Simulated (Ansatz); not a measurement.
# SiSe under changes of volume

One of the cells (20.142 Å³/atom); the others are scaled copies at fixed shape and fractional positions:

```
Si Se
1.0
     3.59520    0.00000    0.00000
    -1.79760    3.11353    0.00000
     0.00000    0.00000    3.59873
Si Se
1 1
Direct
  0.66667 0.33333 0.50000
  0.00000 0.00000 0.00000
```

The cell was built by a generator and needn't be a form met in nature.

```yaml
Program: Ansatz 0.2.0
Functional: r2SCAN0
Potentials_or_basis: Ansatz PAW
Cutoff: "500 eV (not typed: the program's choice for these potentials)"
k_mesh: 5 × 5 × 4
Occupations: fermi-dirac, width 0.05 eV
Spin: no spin polarisation
```

```tsv
volume (Å³/atom)	energy over the lowest point (meV/atom)	pressure (GPa)
18.933	5.68	2.1
19.336	0.00	0.5
19.739	?	?
20.142	5.30	-2.5
20.544	13.30	-3.8
20.947	24.38	-5.0
21.350	38.24	-6.0
```

Question: What does the run at 19.739 Å³/atom give?

Answer: Energy over the lowest point 0.74 meV/atom; pressure -1.1 GPa.

Worked out: A Birch-Murnaghan fit of order 3 (a polynomial in V^(-2/3)) to the other rows has its minimum at 19.52 Å³/atom with B0 = V·E''(V) = 97 GPa (rough, since the energies scatter) at fixed shape and positions, which overstates the stiffness. It gives 0.35 meV/atom at 19.739 Å³/atom, against the run's 0.74, and -dE/dV = -1.0 GPa, against -1.1.

Energies are extrapolated to zero smearing.

Caveats: all runs use coarse meshes; the PAW data sets come from PBE, with cores solved anew for the run's functional, which leaves a small shift of forces and pressure; the thresholds are loose for stress.
